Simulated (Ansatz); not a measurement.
**BIr: a hydrostatic pressure series**

The task here is to estimate one member of a computed series from the others.

Computed with Ansatz 0.2.0 (DFT PBEsol, scalar-relativistic, plane waves, PAW, unless a step's input says otherwise).

## The starting structure

The structure is hexagonal, space group P-6m2 (No. 187). The conventional cell has a = 3.042 Å, b = 3.042 Å, c = 2.703 Å, α = 90.00°, β = 90.00°, γ = 120.00°. B (site symmetry -6m2) has 6 Ir at 2.22 Å as nearest neighbours. Ir (site symmetry -6m2) has 6 B at 2.22 Å as nearest neighbours.

As a file:

```cif
data_structure
_symmetry_space_group_name_H-M 'P 1'
_symmetry_Int_Tables_number 1
_cell_length_a 3.0421
_cell_length_b 3.0421
_cell_length_c 2.7030
_cell_angle_alpha 90.000
_cell_angle_beta 90.000
_cell_angle_gamma 120.000
_cell_volume 21.66
loop_
_atom_site_label
_atom_site_type_symbol
_atom_site_fract_x
_atom_site_fract_y
_atom_site_fract_z
_atom_site_occupancy
B1 B 0.33333 0.66667 0.50000 1
Ir1 Ir 0.00000 0.00000 0.00000 1
```

The structure comes from the Materials Project (structure only).

The first run:

(A quick probe on a coarse mesh, which set the mesh and smearing, is not shown.)

Input file input.yaml:

```yaml
crystal:
  lattice:
    - [3.0421080792, 0.0, 0.0]
    - [-1.5210540396, 2.6345428776, 0.0]
    - [0.0, 0.0, 2.70297231]
  atoms:
    - { symbol: B, position: [0.33333333, 0.66666667, 0.5] }
    - { symbol: Ir, position: [0.0, 0.0, 0.0] }
basis:
  ecutwfc: 420
kpoints:
  mp_grid: { grid: [15, 15, 16] }
hamiltonian:
  xc: pbesol
scf:
  occupations: { method: gaussian, width: 0.1 }
output:
  forces: true
  stress: true
  eigenvalues: true
relax:
  adjacent_minimum: "off"
  f_tol: 0.005
  max_steps: 80
  cell: { stress_tol: 0.05 }
```

Among the steps run: Full relaxation; Relaxing at -3 GPa; Relaxing at 3 GPa; Target pressure 8 GPa; 15 GPa; Relaxing at 30 GPa; 60 GPa.

One of the session's tables, all rows but one given; the rest of the session is left out.

Lengths are those of the vectors of the cell that was run:

```
P (GPa)  V (Å³/atom)  a (Å)  b (Å)  c (Å)  ΔH (eV/atom)
     -3        10.74  3.030  3.030  2.701        -0.200
      0        10.64  3.019  3.019  2.696         0.000
      3        10.54  3.008  3.008  2.691         0.198
      8        10.39  2.991  2.991  2.682         0.525
     15        10.20  2.969  2.969  2.672         0.974
     30            ?      ?      ?      ?             ?
     60         9.28  2.860  2.860  2.619         3.700
```

Estimate the missing values for P (GPa) = 30.

Worked estimate for «V (Å³/atom)». A straight line through the neighbours (15, 10.20) and (60, 9.28) gives 10.20 + (9.28 − 10.20) × (30 − 15) / (60 − 15) = 9.89; a parabola fitted to 3 rows on both sides gives 9.84.

The run gave: V (Å³/atom): 9.84; a (Å): 2.927; b (Å): 2.927; c (Å): 2.652; ΔH (eV/atom): 1.912. In «V (Å³/atom)» the line misses by +0.05 and the parabola by 0.00.

ΔH is E + PV over the energy at zero pressure; a, b and c are the vectors of the computed cell. 

Caveats from the session: Other structures may take over in this range; these runs cannot find them.
